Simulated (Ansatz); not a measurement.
# W11S24 (Tungstenite): the cost of one run

Computed with Ansatz 0.2.0 (DFT, PBE, plane-wave PAW, default files, scalar-relativistic, as far as a step names no other, unless a step's input says otherwise).

The COD entry's cell or inner coordinates are ideal or old and differ from later refinements, so a difference from it is no clean test against experiment.

1 further run of the same task is left out (it didn't finish).

### Step 1. Starting point

Symmetry: Pm, No. 6, monoclinic system. Conventional cell: a = 6.360 Å, b = 12.500 Å, c = 8.413 Å, α = 90.00°, β = 100.89°, γ = 90.00°. Around W (site symmetry m) lie 6 S at 2.41 Å. Only part of the 23 independent sites is listed.

Coordinates:

```
CELL_PARAMETERS angstrom
6.36000 0.00000 0.00000
-4.77000 8.26188 0.00000
0.00000 0.00000 12.50000
ATOMIC_POSITIONS crystal
W 0.16667 0.55556 0.25000
W 0.16667 0.88889 0.25000
W 0.66667 0.22222 0.25000
W 0.66667 0.55556 0.25000
W 0.66667 0.88889 0.25000
W 0.33333 0.11111 0.75000
W 0.33333 0.44444 0.75000
W 0.33333 0.77778 0.75000
W 0.83333 0.11111 0.75000
W 0.83333 0.44444 0.75000
W 0.83333 0.77778 0.75000
S 0.16667 0.22222 0.62500
S 0.16667 0.55556 0.62500
S 0.16667 0.88889 0.62500
S 0.66667 0.22222 0.62500
S 0.66667 0.55556 0.62500
S 0.66667 0.88889 0.62500
S 0.33333 0.11111 0.12500
S 0.33333 0.44444 0.12500
S 0.33333 0.77778 0.12500
S 0.83333 0.11111 0.12500
S 0.83333 0.44444 0.12500
S 0.83333 0.77778 0.12500
S 0.16667 0.22222 0.87500
S 0.16667 0.55556 0.87500
S 0.16667 0.88889 0.87500
S 0.66667 0.22222 0.87500
S 0.66667 0.55556 0.87500
S 0.66667 0.88889 0.87500
S 0.33333 0.11111 0.37500
S 0.33333 0.44444 0.37500
S 0.33333 0.77778 0.37500
S 0.83333 0.11111 0.37500
S 0.83333 0.44444 0.37500
S 0.83333 0.77778 0.37500
```

The vacant site is at (0.167, 0.222, 0.250) in fractional coordinates of the input's cell.

### Step 2. First run, atoms as given

Contents of input.yaml:

```yaml
crystal:
  lattice:
    - [6.36, 0.0, 0.0]
    - [-4.77, 8.261882352, 0.0]
    - [0.0, 0.0, 12.5]
  atoms:
    - { symbol: W, position: [0.1666666666, 0.5555555556, 0.25] }
    - { symbol: W, position: [0.1666666666, 0.8888888889, 0.25] }
    - { symbol: W, position: [0.6666666666, 0.2222222222, 0.25] }
    - { symbol: W, position: [0.6666666666, 0.5555555556, 0.25] }
    - { symbol: W, position: [0.6666666666, 0.8888888889, 0.25] }
    - { symbol: W, position: [0.3333333334, 0.1111111111, 0.75] }
    - { symbol: W, position: [0.3333333334, 0.4444444444, 0.75] }
    - { symbol: W, position: [0.3333333334, 0.7777777778, 0.75] }
    - { symbol: W, position: [0.8333333334, 0.1111111111, 0.75] }
    - { symbol: W, position: [0.8333333334, 0.4444444444, 0.75] }
    - { symbol: W, position: [0.8333333334, 0.7777777778, 0.75] }
    - { symbol: S, position: [0.1666666666, 0.2222222222, 0.625] }
    - { symbol: S, position: [0.1666666666, 0.5555555556, 0.625] }
    - { symbol: S, position: [0.1666666666, 0.8888888889, 0.625] }
    - { symbol: S, position: [0.6666666666, 0.2222222222, 0.625] }
    - { symbol: S, position: [0.6666666666, 0.5555555556, 0.625] }
    - { symbol: S, position: [0.6666666666, 0.8888888889, 0.625] }
    - { symbol: S, position: [0.3333333334, 0.1111111111, 0.125], spin: 0.5 }
    - { symbol: S, position: [0.3333333334, 0.4444444444, 0.125], spin: 0.5 }
    - { symbol: S, position: [0.3333333334, 0.7777777778, 0.125] }
    - { symbol: S, position: [0.8333333334, 0.1111111111, 0.125], spin: 0.5 }
    - { symbol: S, position: [0.8333333334, 0.4444444444, 0.125] }
    - { symbol: S, position: [0.8333333334, 0.7777777778, 0.125] }
    - { symbol: S, position: [0.1666666666, 0.2222222222, 0.875] }
    - { symbol: S, position: [0.1666666666, 0.5555555556, 0.875] }
    - { symbol: S, position: [0.1666666666, 0.8888888889, 0.875] }
    - { symbol: S, position: [0.6666666666, 0.2222222222, 0.875] }
    - { symbol: S, position: [0.6666666666, 0.5555555556, 0.875] }
    - { symbol: S, position: [0.6666666666, 0.8888888889, 0.875] }
    - { symbol: S, position: [0.3333333334, 0.1111111111, 0.375], spin: 0.5 }
    - { symbol: S, position: [0.3333333334, 0.4444444444, 0.375], spin: 0.5 }
    - { symbol: S, position: [0.3333333334, 0.7777777778, 0.375] }
    - { symbol: S, position: [0.8333333334, 0.1111111111, 0.375], spin: 0.5 }
    - { symbol: S, position: [0.8333333334, 0.4444444444, 0.375] }
    - { symbol: S, position: [0.8333333334, 0.7777777778, 0.375] }
magnetization:
  spin_polarized: true
total_charge: -3
kpoints:
  mp_grid: { grid: [4, 3, 2] }
scf:
  occupations: { method: fermi_dirac, width: 0.01 }
hamiltonian:
  xc: pbe
  pseudopotentials: { kind: paw }
output:
  forces: true
  stress: true
  populations: true
  efg: { quadrupole_moments_barn: { S: -0.0694 }, contact_densities: true }
```

Started as:

```
ansatz run input.yaml --threads 4 --pin off --max-ram 10240MiB --backend cpu --events-out ev --progress --plain --runs-dir out
```

**Question.** How long does this run take on 4 threads of Intel Xeon Platinum 8488C (Sapphire Rapids), shared host, and how much memory does it need?

About 3 min, with a peak of 4 GiB.
